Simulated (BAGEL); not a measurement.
# HF/3-21G (density fitting with qzvpp-jkfit) run of ZnSiH3OF (SMILES F[SiH2][O][ZnH])

What is the vertical ionisation energy of ZnSiH3OF at HF/3-21G (density fitting with qzvpp-jkfit)? 

Program for the calculation: BAGEL 1.2.2.

15 further runs of the same task are left out: 1 for a known fault of the program, 9 that didn't finish, 5 set aside as unsound or not needed. Runs told in other sessions of the task aren't counted.

### Step 1. The structure to begin with

ZnSiH3OF: 7 atoms, total charge 0, spin state singlet. As SMILES, `F[SiH2][O][ZnH]`. The coordinates come from a PBE0-D4/def2-TZVP relaxation. This is one conformer, not always the lowest.

Bond lengths: F1–Si2 1.606 Å, Si2–O3 1.602 Å, O3–Zn4 1.773 Å, Si2–H5 1.483 Å, Si2–H6 1.483 Å, Zn4–H7 1.509 Å. Angles: F1–Si2–O3 110.2°, Si2–O3–Zn4 144.3°, F1–Si2–H5 106.3°, F1–Si2–H6 106.3°, O3–Si2–H5 111.1°, O3–Si2–H6 111.1°, O3–Zn4–H7 177.6°, H5–Si2–H6 111.6°.

### Step 2. A single-point energy at HF/3-21G (density fitting with qzvpp-jkfit)

input.json

```json
{ "bagel": [

{
  "title": "molecule",
  "basis": "3-21g",
  "df_basis": "qzvpp-jkfit",
  "angstrom": "true",
  "geometry": [
    { "atom": "F", "xyz": [   -0.250900,   -0.301000,   -1.880000 ] },
    { "atom": "Si", "xyz": [    0.040700,    0.829300,   -0.777400 ] },
    { "atom": "O", "xyz": [    0.094000,    0.176700,    0.685200 ] },
    { "atom": "Zn", "xyz": [   -0.032100,   -1.344300,    1.587800 ] },
    { "atom": "H", "xyz": [    1.344600,    1.435800,   -1.139500 ] },
    { "atom": "H", "xyz": [   -1.066200,    1.810200,   -0.884200 ] },
    { "atom": "H", "xyz": [   -0.130000,   -2.606700,    2.408200 ] }
  ]
},
{ "title": "hf" },
{ "title": "print", "file": "orbitals.molden", "orbitals": "true" }

]}
```

The run is started by

```console
$ BAGEL_NUM_THREADS=1 BAGEL input.json > input.out
```

Output:

```text
* using 1 threads per process

  ===============================================================
  ===============================================================

  *** Geometry ***

  { "atom" : "F", "xyz" : [     -0.474132,     -0.568808,     -3.552685 ] },
  { "atom" : "Si", "xyz" : [      0.076912,      1.567150,     -1.469073 ] },
  { "atom" : "O", "xyz" : [      0.177634,      0.333915,      1.294840 ] },
  { "atom" : "Zn", "xyz" : [     -0.060660,     -2.540359,      3.000507 ] },
  { "atom" : "H", "xyz" : [      2.540926,      2.713269,     -2.153343 ] },
  { "atom" : "H", "xyz" : [     -2.014826,      3.420782,     -1.670896 ] },
  { "atom" : "H", "xyz" : [     -0.245664,     -4.925949,      4.550838 ] },

  Number of auxiliary basis functions:      600

  Since a DF basis is specified, we compute 2- and 3-index integrals:
    o Being stored without compression. Storage requirement is 0.020 GB

  Number of basis functions:       64
  Number of electrons      :       64

    * METHOD: MOLECULE                             0.18

  *** RHF ***

  === Nuclear Repulsion ===
   312.7911130381

      * DIIS with orbital gradients will be used.

  === RHF iteration (3-21g) ===
      0      -2231.38846606          0.02584665           0.05
      1      -2231.51666843          0.01835701           0.05
      2      -2231.60256951          0.00158444           0.05
      3      -2231.60377215          0.00077959           0.05
      4      -2231.60402211          0.00012482           0.05
      5      -2231.60403979          0.00002906           0.05
      6      -2231.60404075          0.00000496           0.05
      7      -2231.60404077          0.00000277           0.05
      8      -2231.60404077          0.00000054           0.05
      9      -2231.60404077          0.00000015           0.05
     10      -2231.60404077          0.00000008           0.05
     11      -2231.60404077          0.00000002           0.05
     12      -2231.60404077          0.00000000           0.05
    * SCF iteration converged.

    * Permanent dipole moment:
           (   -0.061800,     0.068871,    -0.631198) a.u.

    * METHOD: HF                                   0.82

    * METHOD: PRINT                                0.01

  ===============================================================
```

Wall time 1.2 s (1 thread of AMD EPYC 9R45 (Zen 5), shared host); peak memory 0.12 GiB.

### Step 3. The doublet cation, same level

input.json, as its differences from that of step 2:

```diff
@@ -6,3 +6,3 @@
   "df_basis": "qzvpp-jkfit",
-  "angstrom": "true",
+  "angstrom": true,
   "geometry": [
@@ -17,4 +17,12 @@
 },
-{ "title": "hf" },
-{ "title": "print", "file": "orbitals.molden", "orbitals": "true" }
+{
+  "title": "uhf",
+  "charge": 1,
+  "nopen": 1
+},
+{
+  "title": "print",
+  "file": "orbitals.molden",
+  "orbitals": true
+}
```

The run is started by

```console
$ BAGEL_NUM_THREADS=1 BAGEL input.json > input.out
```

Output:

```text
* using 1 threads per process

  ===============================================================
  ===============================================================

  *** Geometry ***

  { "atom" : "F", "xyz" : [     -0.474132,     -0.568808,     -3.552685 ] },
  { "atom" : "Si", "xyz" : [      0.076912,      1.567150,     -1.469073 ] },
  { "atom" : "O", "xyz" : [      0.177634,      0.333915,      1.294840 ] },
  { "atom" : "Zn", "xyz" : [     -0.060660,     -2.540359,      3.000507 ] },
  { "atom" : "H", "xyz" : [      2.540926,      2.713269,     -2.153343 ] },
  { "atom" : "H", "xyz" : [     -2.014826,      3.420782,     -1.670896 ] },
  { "atom" : "H", "xyz" : [     -0.245664,     -4.925949,      4.550838 ] },

  Number of auxiliary basis functions:      600

  Since a DF basis is specified, we compute 2- and 3-index integrals:
    o Being stored without compression. Storage requirement is 0.020 GB

  Number of basis functions:       64
  Number of electrons      :       64

    * METHOD: MOLECULE                             0.18

  *** Open-shell HF ***

  === Nuclear Repulsion ===
   312.7911130381

      * DIIS with orbital gradients will be used.

  === UHF iteration (3-21g) ===
      0      -2230.96386181          0.05032765           0.10
      1      -2231.08413195          0.04345824           0.10
      2      -2231.14044230          0.03276925           0.10
      3      -2231.21952323          0.00430137           0.10
      4      -2231.22589815          0.00358440           0.10
      5      -2231.23396182          0.00351116           0.10
      6      -2231.25041872          0.00227375           0.10
      7      -2231.25163585          0.00092758           0.10
      8      -2231.25254037          0.00053823           0.10
      9      -2231.25264966          0.00020537           0.10
     10      -2231.25274513          0.00004665           0.10
     11      -2231.25276860          0.00001660           0.10
     12      -2231.25277605          0.00000717           0.10
     13      -2231.25277677          0.00000299           0.10
     14      -2231.25277681          0.00000259           0.10
     15      -2231.25277681          0.00000248           0.10
     16      -2231.25277682          0.00000231           0.10
     17      -2231.25277684          0.00000185           0.10
     18      -2231.25277686          0.00000155           0.10
     19      -2231.25277687          0.00000124           0.10
     20      -2231.25277687          0.00000082           0.10
     21      -2231.25277688          0.00000070           0.10
     22      -2231.25277688          0.00000060           0.10
     23      -2231.25277688          0.00000034           0.10
     24      -2231.25277688          0.00000022           0.10
     25      -2231.25277688          0.00000018           0.10
     26      -2231.25277688          0.00000014           0.10
     27      -2231.25277688          0.00000008           0.10
     28      -2231.25277688          0.00000004           0.10
     29      -2231.25277688          0.00000003           0.10
     30      -2231.25277688          0.00000003           0.10
     31      -2231.25277688          0.00000002           0.10
     32      -2231.25277688          0.00000002           0.10
     33      -2231.25277688          0.00000002           0.10
     34      -2231.25277688          0.00000001           0.10
     35      -2231.25277688          0.00000001           0.10
     36      -2231.25277688          0.00000001           0.10
    * SCF iteration converged.

    * S^2 (UHF) is 0.7602

    * Permanent dipole moment:
           (   -0.234454,    -1.113945,    -0.602404) a.u.

    * METHOD: UHF                                  3.86

    * METHOD: PRINT                                0.01

  ===============================================================
```

Wall time 4.5 s (1 thread of AMD EPYC 9R45 (Zen 5), shared host); peak memory 0.13 GiB.

### Step 4. What came out

At HF/3-21G (density fitting with qzvpp-jkfit):

| quantity | value |
| --- | --- |
| singlet ZnSiH3OF: total energy | -2231.60404 Eh |
| singlet ZnSiH3OF: dipole moment | 1.62 D |
| singlet ZnSiH3OF: HOMO energy | -11.69 eV |
| singlet ZnSiH3OF: LUMO energy | 1.67 eV |
| singlet ZnSiH3OF: HOMO–LUMO gap | 13.37 eV |
| doublet cation: total energy | -2231.25278 Eh |
| doublet cation: ⟨S²⟩ | 0.760 |
| vertical ionisation energy (to the doublet cation) | 9.558 eV |

The vertical ionisation energy comes to 9.56 eV (220 kcal/mol). The negative HOMO energy of the first species, 11.69 eV, lies 2.13 eV above that difference.
